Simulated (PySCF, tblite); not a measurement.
# C6H8N radical: geometry, infrared bands and EPR parameters

Aim: predict the infrared bands and EPR parameters of C6H8N radical (`[H]/N=C(/[CH2])CC#CC`).

Programs: tblite 0.8.0 and PySCF 2.14.0, with density-fitted response routines of our own. Each step states its level of theory. These are calculated values for one molecule in the gas phase, unless marked as measured. Atoms count from 0, in the outputs and in this text.

## (1) The starting structure

15 atoms, charge 0, multiplicity 2; geometry from: force field or distance geometry start.

Bonds of the start (Å): C0–C1 1.48, C1–N2 1.28, C1–C3 1.48, C3–C4 1.46, C4–C5 1.21, C5–C6 1.48, C0–H7 1.09, C0–H8 1.09, N2–H9 1.01, C3–H10 1.12, C3–H11 1.14, C6–H12 1.12, C6–H13 1.12, C6–H14 1.10.

## (2) Geometry optimisation with GFN2-xTB

What the job is given:

```
{"job": {"kind": "relax", "xc": "GFN2-xTB", "basis": "xTB"}, "charge": 0, "multiplicity": 2}
C     -2.064800     1.214700    -0.191900
C     -1.835100    -0.234200    -0.007200
N     -2.614100    -1.036900    -0.632300
C     -0.759400    -0.782800     0.854200
C      0.557600    -0.339500     0.394200
C      1.641300     0.015600    -0.017500
C      2.964200     0.451500    -0.525800
H     -2.254600     1.508400    -1.227400
H     -1.354400     1.855800     0.337900
H     -2.483400    -2.036100    -0.516600
H     -0.809900    -1.893200     0.986000
H     -0.844600    -0.410800     1.924500
H      3.121100     1.459400    -0.059600
H      3.767900    -0.270300    -0.236200
H      2.963800     0.506400    -1.621100
```

Started as:

```console
$ OMP_NUM_THREADS=1 python probes_run.py task.json out
```

One launch serves the whole session: the jobs run in the order shown.

**Question.** This job is followed by: GFN2-xTB harmonic vibrations, gas phase; UKS B3LYP, pcH-1 on C H N, non-relativistic, mean-field spin-orbit, GIAO. What will the session give for the following? strongest single infrared mode (GFN2-xTB); zero-point energy (GFN2-xTB); g(iso) (B3LYP); ⟨S²⟩; largest a(iso) (averaged by class); surface potential, 1st and 99th percentile.

As calculated:

| quantity | value |
| --- | --- |
| strongest single infrared mode (GFN2-xTB) | 1476 cm⁻¹, 72 km/mol |
| zero-point energy (GFN2-xTB) | 74.0 kcal/mol |
| g(iso) (B3LYP) | 2.00339 |
| ⟨S²⟩ | 0.774 (exact 0.75) |
| largest a(iso) (averaged by class) | 13C on C0, 63.5 MHz |
| surface potential, 1st and 99th percentile | -1.91 V and 1.27 V |

What this shows: The optimisation took 61 steps and gained 0.646 eV; among the close pairs (by a distance rule), C0–C1 changed most, from 1.479 to 1.391 Å. All 39 modes are real, so the xTB geometry is a minimum. The strongest single mode, at 1476 cm⁻¹, moves mainly C1. GFN2-xTB is a fitted tight-binding method: band positions and strengths are rough. Its intensities can rank the bands wrongly. C0 carries the largest spin population, 0.82 e. The isotropic g lies 1.1 ppt above the free-electron value.
